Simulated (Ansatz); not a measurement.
# MoHO (doublet): the correlation ladder, def2-TZVPP

An exercise on one series of results from a longer session: the logs are not shown, and one member is left open.

Program: Ansatz 0.2.0, Gaussian basis. Level of theory: def2-TZVPP, core rule «outside noble gas», up to 5 orbitals frozen. These are calculated values, not measurements.

To be run: UHF; ROHF; CCSD(T) on UHF.

2 further runs of the same task are left out: 2 set aside as unsound or not needed.

## What is computed

The geometry is a PBE0/def2-TZVP stationary point (not a proven minimum). No spin-orbit coupling is included. Elements past krypton take def2 core potentials.

3 atoms, charge 0, spin multiplicity 2.

Atoms are counted from 1 here; the program's logs count them from 0.

Bond lengths: Mo1–O2 1.645 Å, Mo1–H3 1.722 Å. Angles: O2–Mo1–H3 112.1°.

Set-up of the first run:

The input, in.yaml:

```yaml
crystal:
  periodic: [false, false, false]
  atoms:
    - {symbol: Mo, position_ang: [0.000000, -0.033589, 0.225249]}
    - {symbol: O, position_ang: [0.000000, 0.106921, -1.414198]}
    - {symbol: H, position_ang: [0.000000, 1.499931, 1.007894]}
basis:
  gaussian: {orbitals: def2-TZVPP}
magnetization: {spin_polarized: true, initial_magnetization: 1}
hamiltonian: {xc: hf}
output: {orbitals: {seedname: orbitals}}
```

Launch:

```bash
> ansatz run in.yaml --threads 1 --pin off --events-out ev --progress --plain --max-ram 3968MiB --backend cpu
```

Among the steps run: UHF; ROHF; CCSD(T) on UHF.

One of the session's tables, all rows but one given; the rest of the session is left out.

It belongs to the step «Misses and costs». 

```
  method  from UCCSD(T) (kJ/mol)
    ROHF                 +1261.3
     UHF                 +1212.9
    UMP2                   +46.9
   UCCSD                       ?
UCCSD(T)                       0
```

Estimate the missing values for UCCSD.

As computed: from UCCSD(T) (kJ/mol): +81.1. In the column «from UCCSD(T) (kJ/mol)» it lies between UMP2 (+46.9) and UHF (+1212.9).

The program flags UCCSD(T) as in doubt (see the logs), so the zero of the table is itself unsure.

Caveats from the session: The determinant is far from a pure spin state, so its energy mixes those of several spin states (harmless only where they are near-degenerate, as at dissociation). The program flags UCCSD(T) as in doubt, so the zero of the table is itself unsure.
